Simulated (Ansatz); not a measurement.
# LiNO3: from the listed structure to its properties

This session takes LiNO3 and sets out to relax cell and atoms and compute bands, density of states and charges.

Method: DFT LDA, scalar-relativistic, plane waves, PAW, in Ansatz 0.2.0.

## 1. The system as given

The structure is trigonal, space group R-3c (No. 167). The conventional cell has a = 4.655 Å, b = 4.655 Å, c = 14.836 Å, α = 90.00°, β = 90.00°, γ = 120.00°. Around Li (site symmetry -3) lie 6 O at 2.12 Å. N (site symmetry 32) is surrounded by 3 O at 1.26 Å. O (site symmetry 2) has 1 N at 1.26 Å as nearest neighbours.

As a file:

```cif
data_structure
_symmetry_space_group_name_H-M 'R-3c:H'
_symmetry_Int_Tables_number 167
_cell_length_a 4.6550
_cell_length_b 4.6550
_cell_length_c 14.8355
_cell_angle_alpha 90.000
_cell_angle_beta 90.000
_cell_angle_gamma 120.000
_cell_volume 278.40
loop_
_atom_site_label
_atom_site_type_symbol
_atom_site_symmetry_multiplicity
_atom_site_Wyckoff_symbol
_atom_site_fract_x
_atom_site_fract_y
_atom_site_fract_z
_atom_site_occupancy
Li1 Li 6 b 0.00000 0.00000 0.00000 1
N1 N 6 a 0.00000 0.00000 0.25000 1
O1 O 18 e 0.27023 0.00000 0.25000 1
```

The structure comes from the Materials Project (structure only).

(A quick probe on a coarse mesh, which set the mesh and smearing, is not shown.)

## 3. Coarse relaxation

input.yaml

```yaml
crystal:
  lattice:
    - [2.3275013255, 1.3437835168, 4.9451726268]
    - [-2.3275013255, 1.3437835168, 4.9451726268]
    - [0.0, -2.6875670336, 4.9451726268]
  atoms:
    - { symbol: Li, position: [0.0, 0.0, 0.0] }
    - { symbol: Li, position: [0.5, 0.5, 0.5] }
    - { symbol: "N", position: [0.25, 0.25, 0.25] }
    - { symbol: "N", position: [0.75, 0.75, 0.75] }
    - { symbol: O, position: [0.52022679, 0.97977321, 0.25] }
    - { symbol: O, position: [0.25, 0.52022679, 0.97977321] }
    - { symbol: O, position: [0.97977321, 0.25, 0.52022679] }
    - { symbol: O, position: [0.47977321, 0.02022679, 0.75] }
    - { symbol: O, position: [0.75, 0.47977321, 0.02022679] }
    - { symbol: O, position: [0.02022679, 0.75, 0.47977321] }
basis:
  ecutwfc: 420
kpoints:
  mp_grid: { grid: [6, 6, 6] }
hamiltonian:
  xc: lda
scf:
  occupations: { method: gaussian, width: 0.1 }
output:
  forces: true
  stress: true
  eigenvalues: true
relax:
  adjacent_minimum: "off"
  f_tol: 0.05
  max_steps: 80
  cell: { stress_tol: 0.5 }
```

Started as:

```sh
> ansatz run input.yaml --threads 2 --pin off --max-ram 5120MiB --backend cpu --events-out ev --progress --plain --runs-dir out
```

Further runs follow: the relaxation; bands, states and charges.

Q: Predict the outcome of this session. Wanted: relaxed cell; volume; formation energy; gap; Bader charges.

As calculated:

| quantity | value |
| --- | --- |
| relaxed cell (conventional) | a = 4.591 Å, b = 4.591 Å, c = 14.315 Å, α = 90.00°, β = 90.00°, γ = 120.00° |
| space group (0.01 Å) | R-3c (No. 167) |
| volume | 8.71 Å³/atom |
| formation energy (elements from runs with the same settings, not shown) | -1.35 eV/atom |
| gap | 3.12 eV, indirect on the path |
| Bader charges | Li +0.89, N +0.91, O -0.60 e |

The cell shrank by 6.1 % in volume on relaxing. It has a gap of 3.12 eV, with the valence top between S2 and F and the conduction bottom between Γ and T on the path. Of the projected weight, the top eV of the valence band is O 2p (99 %), and the lowest eV of the conduction band O 2p (59 %) and N 2p (40 %). Bader charges of up to 0.9 e point to polar bonding.

These are semilocal Kohn-Sham gaps, which aren't the measured quantity. Such gaps usually fall short of the measured ones.
